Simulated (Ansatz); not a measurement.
# CH4O2Si: rotation by 120° about the C1–O2 bond

How high is the barrier for the rotation by 120° about the C1–O2 bond? Relax the two ends, then run a nudged elastic band between them. SMILES of the start: CO[Si]O.

Program: Ansatz 0.2.0. Level of theory: RKS PBE0/def2-SVP. These are calculated values, not measurements.

## Step 1: The structure to begin with

Bond lengths: C1–O2 1.354 Å, O2–Si3 1.646 Å, Si3–O4 1.616 Å, C1–H5 1.140 Å, C1–H6 1.129 Å, C1–H7 1.083 Å, O4–H8 0.971 Å. Angles: C1–O2–Si3 117.1°, O2–C1–H5 109.9°, O2–C1–H6 114.5°, O2–C1–H7 114.4°, H5–C1–H6 103.8°, H5–C1–H7 104.6°, H6–C1–H7 108.7°, O2–Si3–O4 109.2°, Si3–O4–H8 116.3°.

As a file:

```xyz
8

C    -0.4330    1.0007   -0.1912
O     0.7867    0.4248   -0.0754
Si    0.9599   -0.7408    1.0735
O     0.5645   -2.1742    0.4416
H    -0.4191    1.7765   -1.0266
H    -0.7621    1.5876    0.7153
H    -1.2256    0.3167   -0.4680
H     0.6207   -2.2484   -0.5250
```

## Step 2: End point A

Input file input.yaml:

```yaml
crystal:
  periodic: [false, false, false]
  atoms:
    - { symbol: C, position_ang: [-0.433, 1.0007, -0.1912] }
    - { symbol: O, position_ang: [0.7867, 0.4248, -0.0754] }
    - { symbol: Si, position_ang: [0.9599, -0.7408, 1.0735] }
    - { symbol: O, position_ang: [0.5645, -2.1742, 0.4416] }
    - { symbol: H, position_ang: [-0.4191, 1.7765, -1.0266] }
    - { symbol: H, position_ang: [-0.7621, 1.5876, 0.7153] }
    - { symbol: H, position_ang: [-1.2256, 0.3167, -0.468] }
    - { symbol: H, position_ang: [0.6207, -2.2484, -0.525] }
basis:
  gaussian: { orbitals: def2-SVP }
hamiltonian:
  xc: pbe0
relax:
  f_tol: 0.015
  max_steps: 40
```

Command:

```bash
$ ansatz run input.yaml --threads 1 --pin off --max-ram 2048MiB --backend cpu --events-out ev --progress --plain --runs-dir out
```

What it wrote, cut to the lines that bear on the results:

```text
Warning: RAYON_NUM_THREADS=1 ignored (pool sized by the plan → 1); use --threads N
[...]
Functional definition: PBE0
[...]
836 factors; integrals over basis functions are off by at most 3.6e-4 eV
[...]
mean field -13058.77031419 eV, -479.9009574939 hartree, gradient 2.2e-5 eV, S^2 0.000000; 0 other end points of the search recorded, 0 dependent functions left out
[...]
reference -13058.77033851 eV, -479.9009583878 hartree; 20, 20 occupied and 60, 60 virtual orbitals, 836 factors
relax step   1: F+E_penalty+E_count = -13058.77031419 eV  Δ(F+E_penalty+E_count) = +0.000e0 eV  max|allowed force component| = 3.096e0 eV/Å  Δτ_max = 0.0000 Å  (25 SCF iters, accepted)
[...]
relax step   3: F+E_penalty+E_count = -13059.10765692 eV  Δ(F+E_penalty+E_count) = -1.028e-1 eV  max|allowed force component| = 8.406e-1 eV/Å  Δτ_max = 0.0889 Å  (29 SCF iters, accepted)
[...]
relax step   5: F+E_penalty+E_count = -13059.25508418 eV  Δ(F+E_penalty+E_count) = -7.560e-2 eV  max|allowed force component| = 4.141e-1 eV/Å  Δτ_max = 0.2000 Å  (28 SCF iters, accepted)
[...]
relax step   7: F+E_penalty+E_count = -13059.39707206 eV  Δ(F+E_penalty+E_count) = -9.413e-2 eV  max|allowed force component| = 5.041e-1 eV/Å  Δτ_max = 0.1998 Å  (34 SCF iters, accepted)
[...]
relax step   9: F+E_penalty+E_count = -13059.44303011 eV  Δ(F+E_penalty+E_count) = -2.629e-2 eV  max|allowed force component| = 8.619e-2 eV/Å  Δτ_max = 0.0792 Å  (29 SCF iters, accepted)
[...]
relax step  10: F+E_penalty+E_count = -13059.44363330 eV  Δ(F+E_penalty+E_count) = -6.032e-4 eV  max|allowed force component| = 5.507e-2 eV/Å  Δτ_max = 0.0137 Å  (27 SCF iters, accepted)
[...]
relax step  11: F+E_penalty+E_count = -13059.44377884 eV  Δ(F+E_penalty+E_count) = -1.455e-4 eV  max|allowed force component| = 7.413e-3 eV/Å  Δτ_max = 0.0067 Å  (23 SCF iters, accepted)
836 factors; integrals over basis functions are off by at most 3.4e-4 eV
[...]
mean field -13059.44377884 eV, -479.9257068635 hartree, gradient 2.3e-5 eV, S^2 0.000000; 1 other end points of the search recorded, 0 dependent functions left out
[...]
reference -13059.44380362 eV, -479.9257077741 hartree; 20, 20 occupied and 60, 60 virtual orbitals, 836 factors
Total energy: -13059.44380362 eV, -479.9257077741 hartree
Atom 0 at    -0.592918     1.120718    -0.241124 Å, force    -0.002307     0.000696    -0.007413 eV/Å
Atom 1 at     0.013769    -0.141788    -0.185571 Å, force    -0.002191     0.000479    -0.002906 eV/Å
Atom 2 at     0.778734    -0.810908     1.151408 Å, force     0.001995    -0.001672     0.002023 eV/Å
Atom 3 at     1.223363    -2.261154     0.473270 Å, force     0.000096    -0.002519    -0.004007 eV/Å
Atom 4 at    -0.119020     1.733779    -1.025140 Å, force     0.000405    -0.000394     0.000727 eV/Å
Atom 5 at    -0.518443     1.671004     0.715250 Å, force     0.000047     0.002766     0.005832 eV/Å
Atom 6 at    -1.661164     1.016582    -0.492502 Å, force     0.000993    -0.000358     0.000559 eV/Å
Atom 7 at     0.967679    -2.385332    -0.451392 Å, force     0.000962     0.001003     0.005184 eV/Å
Dipole moment:    -0.216633     0.259009    -0.283085 e Å
```

Wall time 31 s (1 thread of Arm Neoverse V1, shared host); peak memory 0.15 GiB.

The steps of the relaxation:

| step | energy from step 1 (eV) | largest force component (eV/Å) |
| --- | --- | --- |
| 1 | 0.0000 | 3.0960 |
| 2 | -0.2345 | 1.9441 |
| 3 | -0.3373 | 0.8406 |
| 4 | -0.4092 | 0.3461 |
| 5 | -0.4848 | 0.4141 |
| 6 | -0.5326 | 0.7607 |
| 7 | -0.6268 | 0.5041 |
| 8 | -0.6464 | 0.6266 |
| 9 | -0.6727 | 0.0862 |
| 10 | -0.6733 | 0.0551 |
| 11 | -0.6735 | 0.0074 |

Step 1 is the start.

After: Bond lengths: C1–O2 1.402 Å, O2–Si3 1.679 Å, Si3–O4 1.662 Å, C1–H5 1.102 Å, C1–H6 1.106 Å, C1–H7 1.102 Å, O4–H8 0.967 Å. Angles: C1–O2–Si3 126.0°, O2–C1–H5 110.1°, O2–C1–H6 112.6°, O2–C1–H7 110.1°, H5–C1–H6 108.0°, H5–C1–H7 107.9°, H6–C1–H7 108.0°, O2–Si3–O4 98.3°, Si3–O4–H8 115.6°.

## Step 3: Relaxing end B

The second end starts from a geometry with the move made by hand.

Input file input.yaml:

```yaml
crystal:
  periodic: [false, false, false]
  atoms:
    - { symbol: C, position_ang: [-0.433, 1.0007, -0.1912] }
    - { symbol: O, position_ang: [0.7867, 0.4248, -0.0754] }
    - { symbol: Si, position_ang: [2.05081, 1.41252, 0.29205] }
    - { symbol: O, position_ang: [2.17912, 1.53818, 1.89767] }
    - { symbol: H, position_ang: [-0.4191, 1.7765, -1.0266] }
    - { symbol: H, position_ang: [-0.7621, 1.5876, 0.7153] }
    - { symbol: H, position_ang: [-1.2256, 0.3167, -0.468] }
    - { symbol: H, position_ang: [1.78877, 0.81724, 2.4181] }
basis:
  gaussian: { orbitals: def2-SVP }
hamiltonian:
  xc: pbe0
relax:
  f_tol: 0.015
  max_steps: 40
```

Command:

```bash
$ ansatz run input.yaml --threads 1 --pin off --max-ram 2048MiB --backend cpu --events-out ev --progress --plain --runs-dir out
```

What it wrote, cut to the lines that bear on the results:

```text
Warning: RAYON_NUM_THREADS=1 ignored (pool sized by the plan → 1); use --threads N
[...]
Functional definition: PBE0
[...]
837 factors; integrals over basis functions are off by at most 4.4e-4 eV
[...]
mean field -13058.75520554 eV, -479.9004022614 hartree, gradient 1.3e-5 eV, S^2 0.000000; 0 other end points of the search recorded, 0 dependent functions left out
[...]
reference -13058.75522976 eV, -479.9004031515 hartree; 20, 20 occupied and 60, 60 virtual orbitals, 837 factors
relax step   1: F+E_penalty+E_count = -13058.75520554 eV  Δ(F+E_penalty+E_count) = +0.000e0 eV  max|allowed force component| = 2.667e0 eV/Å  Δτ_max = 0.0000 Å  (25 SCF iters, accepted)
[...]
relax step   3: F+E_penalty+E_count = -13059.09805058 eV  Δ(F+E_penalty+E_count) = -1.080e-1 eV  max|allowed force component| = 8.229e-1 eV/Å  Δτ_max = 0.0883 Å  (29 SCF iters, accepted)
[...]
reference -13059.44371261 eV, -479.9257044296 hartree; 20, 20 occupied and 60, 60 virtual orbitals, 837 factors
Total energy: -13059.44371261 eV, -479.9257044296 hartree
Atom 0 at    -0.610938     1.104166    -0.238682 Å, force     0.006343     0.004152     0.004261 eV/Å
Atom 1 at     0.473754     1.009733     0.644653 Å, force    -0.000597     0.003294     0.002583 eV/Å
Atom 2 at     2.037190     1.548637     0.349771 Å, force    -0.007743     0.002793    -0.012667 eV/Å
Atom 3 at     2.716588     1.124839     1.805397 Å, force    -0.002695    -0.001893     0.007258 eV/Å
Atom 4 at    -0.340883     1.596036    -1.191820 Å, force    -0.002896    -0.001460    -0.003030 eV/Å
Atom 5 at    -1.425898     1.683473     0.225419 Å, force    -0.000121    -0.000745    -0.003794 eV/Å
Atom 6 at    -0.999730     0.099207    -0.471246 Å, force     0.003940    -0.000475     0.002919 eV/Å
Atom 7 at     2.115517     0.708148     2.438428 Å, force     0.003769    -0.005667     0.002470 eV/Å
Dipole moment:    -0.428914    -0.099749    -0.021614 e Å
```

Wall time 28 s (1 thread of Arm Neoverse V1, shared host); peak memory 0.15 GiB.

Relaxation path:

| step | energy from step 1 (eV) | largest force component (eV/Å) |
| --- | --- | --- |
| 1 | 0.0000 | 2.6668 |
| 2 | -0.2349 | 1.6227 |
| 3 | -0.3428 | 0.8229 |
| 4 | -0.4132 | 0.2436 |
| 5 | -0.4531 | 0.5969 |
| 6 | -0.5280 | 0.4776 |
| 7 | -0.6423 | 0.3781 |
| 8 | -0.6861 | 0.1720 |
| 9x | -0.6856 | 0.2516 |
| 10 | -0.6885 | 0.0127 |

Step 1 is the start. 1 step was tried and not accepted (marked x).

After: Bond lengths: C1–O2 1.402 Å, O2–Si3 1.680 Å, Si3–O4 1.661 Å, C1–H5 1.106 Å, C1–H6 1.102 Å, C1–H7 1.102 Å, O4–H8 0.967 Å. Angles: C1–O2–Si3 126.0°, O2–C1–H5 112.6°, O2–C1–H6 110.0°, O2–C1–H7 110.1°, H5–C1–H6 108.0°, H5–C1–H7 108.0°, H6–C1–H7 107.9°, O2–Si3–O4 98.3°, Si3–O4–H8 115.4°.

## Step 4: The band

crystal.atoms is end A as relaxed above, and neb.final_atoms is end B, turned to lie on A. With 5 inner images the band has 7 in all. The start path is listed, through a guess of the saddle.

Input file input.yaml:

```yaml
crystal:
  periodic: [false, false, false]
  atoms:
    - { symbol: C, position_ang: [-0.592918, 1.120718, -0.241124] }
    - { symbol: O, position_ang: [0.013769, -0.141788, -0.185571] }
    - { symbol: Si, position_ang: [0.778734, -0.810908, 1.151408] }
    - { symbol: O, position_ang: [1.223363, -2.261154, 0.47327] }
    - { symbol: H, position_ang: [-0.11902, 1.733779, -1.02514] }
    - { symbol: H, position_ang: [-0.518443, 1.671004, 0.71525] }
    - { symbol: H, position_ang: [-1.661164, 1.016582, -0.492502] }
    - { symbol: H, position_ang: [0.967679, -2.385332, -0.451392] }
basis:
  gaussian: { orbitals: def2-SVP }
hamiltonian:
  xc: pbe0
neb:
  order_check: false
  images: 5
  f_tol: 0.03
  max_iterations: 60
  final_atoms:
    - { symbol: C, position_ang: [-0.64632948, 1.10614063, -0.14943767] }
    - { symbol: O, position_ang: [-0.1221924, -0.18017899, 0.04139528] }
    - { symbol: Si, position_ang: [1.49240005, -0.62018514, -0.10417557] }
    - { symbol: O, position_ang: [1.33845344, -2.23019192, 0.27557701] }
    - { symbol: H, position_ang: [0.1321706, 1.8478222, -0.40863624] }
    - { symbol: H, position_ang: [-1.15093666, 1.44784288, 0.76912496] }
    - { symbol: H, position_ang: [-1.3918111, 1.0956924, -0.96143263] }
    - { symbol: H, position_ang: [0.44024555, -2.52404107, 0.48178386] }
  initial_path:
    images:
      - { positions_ang: [[-0.592918, 1.120718, -0.241124], [0.013769, -0.141788, -0.185571], [0.778734, -0.810908, 1.151408], [1.223363, -2.261154, 0.47327], [-0.11902, 1.733779, -1.02514], [-0.518443, 1.671004, 0.71525], [-1.661164, 1.016582, -0.492502], [0.967679, -2.385332, -0.451392]] }
      - { positions_ang: [[-0.56342805, 1.06437939, -0.24793473], [0.21221785, -0.00608633, -0.32713187], [0.9857991, -0.72054888, 0.96348301], [1.07387602, -2.181546, 0.56062803], [-0.20489552, 1.8410686, -0.85554527], [-0.58742561, 1.43237755, 0.7586817], [-1.57379392, 0.89487351, -0.59260206], [0.74965013, -2.38161684, -0.31537982]] }
      - { positions_ang: [[-0.53393809, 1.00804078, -0.25474546], [0.41066669, 0.12961535, -0.46869274], [1.1928642, -0.63018976, 0.77555803], [0.92438904, -2.101938, 0.64798607], [-0.29077103, 1.9483582, -0.68595053], [-0.65640823, 1.19375111, 0.80211341], [-1.48642384, 0.77316502, -0.69270213], [0.53162126, -2.37790169, -0.17936764]] }
      - { positions_ang: [[-0.50444814, 0.95170218, -0.26155619], [0.60911554, 0.26531702, -0.61025361], [1.3999293, -0.53983064, 0.58763304], [0.77490206, -2.02233, 0.7353441], [-0.37664655, 2.05564779, -0.5163558], [-0.72539084, 0.95512466, 0.84554511], [-1.39905377, 0.65145652, -0.79280219], [0.31359239, -2.37418653, -0.04335546]] }
      - { positions_ang: [[-0.55174192, 1.00318166, -0.22418335], [0.36534623, 0.11681835, -0.39303731], [1.43075288, -0.56661547, 0.35703017], [0.96275252, -2.09161731, 0.5820884], [-0.20704083, 1.9863726, -0.48044928], [-0.86723945, 1.11936407, 0.82007173], [-1.39663954, 0.79953515, -0.84901234], [0.35581011, -2.42413804, 0.13169098]] }
      - { positions_ang: [[-0.5990357, 1.05466114, -0.18681051], [0.12157692, -0.03168032, -0.17582101], [1.46157646, -0.5934003, 0.1264273], [1.15060298, -2.16090462, 0.42883271], [-0.03743511, 1.9170974, -0.44454276], [-1.00908805, 1.28360348, 0.79459834], [-1.39422532, 0.94761377, -0.90522248], [0.39802783, -2.47408956, 0.30673742]] }
      - { positions_ang: [[-0.64632948, 1.10614063, -0.14943767], [-0.1221924, -0.18017899, 0.04139528], [1.49240005, -0.62018514, -0.10417557], [1.33845344, -2.23019192, 0.27557701], [0.1321706, 1.8478222, -0.40863624], [-1.15093666, 1.44784288, 0.76912496], [-1.3918111, 1.0956924, -0.96143263], [0.44024555, -2.52404107, 0.48178386]] }
```

Command:

```bash
$ ansatz run input.yaml --threads 1 --pin off --max-ram 2048MiB --backend cpu --events-out ev --progress --plain --runs-dir out
```

What it wrote, cut to the lines that bear on the results:

```text
Warning: RAYON_NUM_THREADS=1 ignored (pool sized by the plan → 1); use --threads N
[...]
Functional definition: PBE0
[...]
839 factors; integrals over basis functions are off by at most 3.5e-4 eV
[...]
mean field -13059.44379247 eV, -479.9257073644 hartree, gradient 6.1e-5 eV, S^2 0.000000; 0 other end points of the search recorded, 0 dependent functions left out
[...]
reference -13059.44381756 eV, -479.9257082862 hartree; 20, 20 occupied and 60, 60 virtual orbitals, 839 factors
839 factors; integrals over basis functions are off by at most 5.0e-4 eV
[...]
mean field -13059.44369915 eV, -479.9257039348 hartree, gradient 6.1e-5 eV, S^2 0.000000; 0 other end points of the search recorded, 0 dependent functions left out
[...]
reference -13059.44372420 eV, -479.9257048556 hartree; 20, 20 occupied and 60, 60 virtual orbitals, 839 factors
[...]
NEB iter  10: max|band force component| = 2.272e-2 eV/Å  barrier→ = 0.0369 eV  barrier← = 0.0369 eV  CI = image 3  Δτ_max = 0.0000 Å  (265 SCF iters)
Total energy: -13059.40687259 eV, -479.9243505837 hartree
Atom 0 at    -0.641835     1.094319    -0.227232 Å, force     0.007204     0.009455     0.000675 eV/Å
Atom 1 at    -0.055841    -0.172488    -0.087268 Å, force    -0.000052    -0.021626    -0.004310 eV/Å
Atom 2 at     1.322732    -0.588907     0.777452 Å, force    -0.002924     0.001682    -0.000806 eV/Å
Atom 3 at     1.322997    -2.215986     0.436206 Å, force    -0.011509     0.018840    -0.005318 eV/Å
Atom 4 at     0.042543     1.817572    -0.704347 Å, force    -0.002340    -0.002634     0.002898 eV/Å
Atom 5 at    -0.958927     1.514537     0.743221 Å, force     0.000671    -0.001797    -0.001390 eV/Å
Atom 6 at    -1.535054     1.005024    -0.864232 Å, force     0.000623     0.004677     0.003037 eV/Å
Atom 7 at     0.595386    -2.511171    -0.129601 Å, force     0.008327    -0.008598     0.005215 eV/Å
Dipole moment:    -0.349094     0.225780    -0.194468 e Å
this run last wrote the band of iteration 10 to <dir>
```

It took 2.2 min on 1 thread of Arm Neoverse V1, shared host; peak memory 0.15 GiB.

## Step 5: Images and barrier

The 5 inner images lie between the fixed ends 0 and 6. Energy is taken from image 0, and the path length is the program's own coordinate along the band.

| image | path (Å) | energy (eV) | dihedral H5–C1–O2–Si3 (°) | band force (eV/Å) |
| --- | --- | --- | --- | --- |
| 0 | 0.000 | 0.0000 | 121 | - |
| 1 | 0.381 | 0.0090 | 102 | 0.005 |
| 2 | 0.762 | 0.0276 | 82 | 0.012 |
| 3* | 1.144 | 0.0369 | 61 | 0.022 |
| 4 | 1.531 | 0.0273 | 39 | 0.023 |
| 5 | 1.918 | 0.0085 | 18 | 0.011 |
| 6 | 2.306 | 0.0001 | -1 | - |

The star marks the climbing image.

image, energy (eV) and a bar:
```
        0      0.000 
        1      0.009 #######
        2      0.028 ######################
        3      0.037 ##############################
        4      0.027 ######################
        5      0.009 #######
        6      0.000
```

The top of the band by iteration:

| iteration | highest image above image 0 (eV) | largest band force (eV/Å) |
| --- | --- | --- |
| 1 | 2.2617 | 11.629 |
| 2 | 0.6232 | 4.146 |
| 3 | 0.3346 | 1.376 |
| 4 | 0.2656 | 0.662 |
| 5 | 0.1664 | 0.610 |
| 6 | 0.1087 | 0.372 |
| 7 | 0.0573 | 0.340 |
| 8 | 0.0384 | 0.134 |
| 9 | 0.0370 | 0.058 |
| 10 | 0.0369 | 0.023 |

Positions of all images (Å):

```xyz
8
image=0 dE=0.0000
C    -0.593    1.121   -0.241
O     0.014   -0.142   -0.186
Si    0.779   -0.811    1.151
O     1.223   -2.261    0.473
H    -0.119    1.734   -1.025
H    -0.518    1.671    0.715
H    -1.661    1.017   -0.493
H     0.968   -2.385   -0.451
8
image=1 dE=0.0090
C    -0.608    1.114   -0.236
O    -0.005   -0.150   -0.170
Si    0.983   -0.723    1.061
O     1.258   -2.246    0.458
H    -0.059    1.772   -0.930
H    -0.653    1.616    0.748
H    -1.638    1.011   -0.613
H     0.814   -2.452   -0.376
8
image=2 dE=0.0276
C    -0.625    1.105   -0.230
O    -0.031   -0.162   -0.135
Si    1.167   -0.649    0.936
O     1.293   -2.232    0.443
H    -0.002    1.799   -0.821
H    -0.804    1.565    0.758
H    -1.597    1.009   -0.739
H     0.691   -2.492   -0.268
8
image=3 dE=0.0369
C    -0.642    1.094   -0.227
O    -0.056   -0.172   -0.087
Si    1.323   -0.589    0.777
O     1.323   -2.216    0.436
H     0.043    1.818   -0.704
H    -0.959    1.515    0.743
H    -1.535    1.005   -0.864
H     0.595   -2.511   -0.130
8
image=4 dE=0.0273
C    -0.648    1.097   -0.206
O    -0.100   -0.183   -0.034
Si    1.447   -0.559    0.506
O     1.338   -2.213    0.395
H     0.083    1.819   -0.612
H    -1.032    1.501    0.746
H    -1.491    1.035   -0.911
H     0.496   -2.554    0.060
8
image=5 dE=0.0085
C    -0.649    1.103   -0.171
O    -0.119   -0.181    0.021
Si    1.507   -0.576    0.165
O     1.342   -2.221    0.324
H     0.105    1.824   -0.536
H    -1.068    1.496    0.770
H    -1.463    1.058   -0.911
H     0.437   -2.559    0.282
8
image=6 dE=0.0001
C    -0.646    1.106   -0.149
O    -0.122   -0.180    0.041
Si    1.492   -0.620   -0.104
O     1.338   -2.230    0.276
H     0.132    1.848   -0.409
H    -1.151    1.448    0.769
H    -1.392    1.096   -0.961
H     0.440   -2.524    0.482
```

## Step 6: Frequencies at the highest image

The geometry is the highest inner image of the first converged band.

Input file input.yaml:

```yaml
crystal:
  periodic: [false, false, false]
  atoms:
    - { symbol: C, position_ang: [-0.641835, 1.094319, -0.227232] }
    - { symbol: O, position_ang: [-0.055841, -0.172488, -0.087268] }
    - { symbol: Si, position_ang: [1.322732, -0.588907, 0.777452] }
    - { symbol: O, position_ang: [1.322997, -2.215986, 0.436206] }
    - { symbol: H, position_ang: [0.042543, 1.817572, -0.704347] }
    - { symbol: H, position_ang: [-0.958927, 1.514537, 0.743221] }
    - { symbol: H, position_ang: [-1.535054, 1.005024, -0.864232] }
    - { symbol: H, position_ang: [0.595386, -2.511171, -0.129601] }
basis:
  gaussian: { orbitals: def2-SVP }
hamiltonian:
  xc: pbe0
phonons: {}
```

Command:

```bash
$ ansatz run input.yaml --threads 1 --pin off --max-ram 2048MiB --backend cpu --events-out ev --progress --plain --runs-dir out
```

What it wrote, cut to the lines that bear on the results:

```text
Warning: RAYON_NUM_THREADS=1 ignored (pool sized by the plan → 1); use --threads N
[...]
Functional definition: PBE0
[...]
838 factors; integrals over basis functions are off by at most 3.7e-4 eV
[...]
mean field -13059.40684502 eV, -479.9243495707 hartree, gradient 9.9e-6 eV, S^2 0.000000; 0 other end points of the search recorded, 0 dependent functions left out
[...]
reference -13059.40687025 eV, -479.9243504979 hartree; 20, 20 occupied and 60, 60 virtual orbitals, 838 factors
[...]
838 factors; integrals over basis functions are off by at most 3.7e-4 eV
[...]
mean field -13059.40668768 eV, -479.9243437884 hartree, gradient 1.1e-6 eV, S^2 0.000000; 0 other end points of the search recorded, 0 dependent functions left out
[...]
reference -13059.40671290 eV, -479.9243447151 hartree; 20, 20 occupied and 60, 60 virtual orbitals, 838 factors
[...]
838 factors; integrals over basis functions are off by at most 3.7e-4 eV
[...]
WARN: phonons: modes at or below zero, which the zero-point energy, F, S and C_V leave out: 1, the lowest at -121.59 cm⁻¹. A minimum has none, and a first-order saddle one
[...]
Total energy: -13059.40687025 eV, -479.9243504979 hartree
Atom 0 at    -0.641835     1.094319    -0.227232 Å, force     0.007221     0.009483     0.000681 eV/Å
Atom 1 at    -0.055841    -0.172488    -0.087268 Å, force    -0.000077    -0.021563    -0.004322 eV/Å
Atom 2 at     1.322732    -0.588907     0.777452 Å, force    -0.002848     0.001505    -0.000752 eV/Å
Atom 3 at     1.322997    -2.215986     0.436206 Å, force    -0.011501     0.018941    -0.005303 eV/Å
Atom 4 at     0.042543     1.817572    -0.704347 Å, force    -0.002373    -0.002631     0.002852 eV/Å
Atom 5 at    -0.958927     1.514537     0.743221 Å, force     0.000650    -0.001793    -0.001390 eV/Å
Atom 6 at    -1.535054     1.005024    -0.864232 Å, force     0.000611     0.004669     0.003036 eV/Å
Atom 7 at     0.595386    -2.511171    -0.129601 Å, force     0.008317    -0.008611     0.005198 eV/Å
Dipole moment:    -0.349094     0.225782    -0.194466 e Å
Vibrations: -121.59 150.44 181.48 324.04 541.11 709.03 814.61 894.97 1163.37 1175.27 1217.86 1471.66 1475.16 1480.07 3026.18 3109.50 3139.88 3838.30 cm⁻¹, zero-point energy 1.532008 eV
```

It took 81 s on 1 thread of Arm Neoverse V1, shared host; peak memory 0.14 GiB.

Of 18 modes, 1 is imaginary by more than 30 cm⁻¹ (122i cm⁻¹).

## Step 7: Outcome

| quantity | value |
| --- | --- |
| end A | 10 moves, 0.673 eV lower |
| end B | 8 moves, 0.688 eV lower |
| barrier forwards | 0.037 eV |
| barrier backwards | 0.037 eV |
| second end relative to first | 0.000 eV |
| highest image | 3 of 0 to 6, climbing |
| band iterations | 10 |
| imaginary modes at the top | 122i cm⁻¹ |

In words: Along this path the system climbs 0.037 eV from the first end (1.4 kT at 300 K). The two ends lie within 1 meV of each other. The listed dihedral goes from 121° at end A through 61° at the highest image to -1° at end B. One imaginary mode, as a first-order saddle point has. Zero-point energy and entropy are left out.
